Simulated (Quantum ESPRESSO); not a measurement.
## HfB in Quantum ESPRESSO: the effect of functional

The system is HfB.

```xyz
2
Lattice="0.0000 2.3100 2.3100 2.3100 0.0000 2.3100 2.3100 2.3100 0.0000" Properties=species:S:1:pos:R:3 pbc="T T T"
Hf    2.3100    2.3100    2.3100
B     0.0000    0.0000    0.0000
```

Alike in all runs:

```yaml
Program: Quantum ESPRESSO 7.5
Task: phonons
Cutoff: 612 eV
Density_cutoff: 4898 eV
k_mesh: 10 × 10 × 10
Occupations: cold, width 0.2 eV
Spin: no spin polarisation
```

Each run relaxes the cell or the atoms first.

| functional | potentials or basis | relaxed volume (Å³/atom) | highest phonon frequency (cm⁻¹) |
| --- | --- | --- | --- |
| LDA | GBRV 1.5 LDA | ? | ? |
| PBEsol | GBRV 1.5 PBEsol | 13.76 | 464 |
| BLYP | GBRV 1.5 PBE | 14.62 | 422 |
| revPBE | GBRV 1.5 PBE | 14.32 | 446 |
| RPBE | GBRV 1.5 PBE | 14.38 | 444 |
| vdW-DF-cx | GBRV 1.5 PBE | 13.75 | 467 |

Problem. What does the run with functional LDA give?

Solution. Relaxed volume 13.45 Å³/atom; highest phonon frequency 468 cm⁻¹.

Caveats: the potentials were made for another functional, which shifts forces and pressure (some runs); the volume moved by over 15 % at a fixed basis, so the end points are rough (some runs); before the sum rule the acoustic modes lie tens of cm⁻¹ from zero, a sign that the density grid also shifts the optical modes (some runs).

Runs at the PBE level aren't shown here.
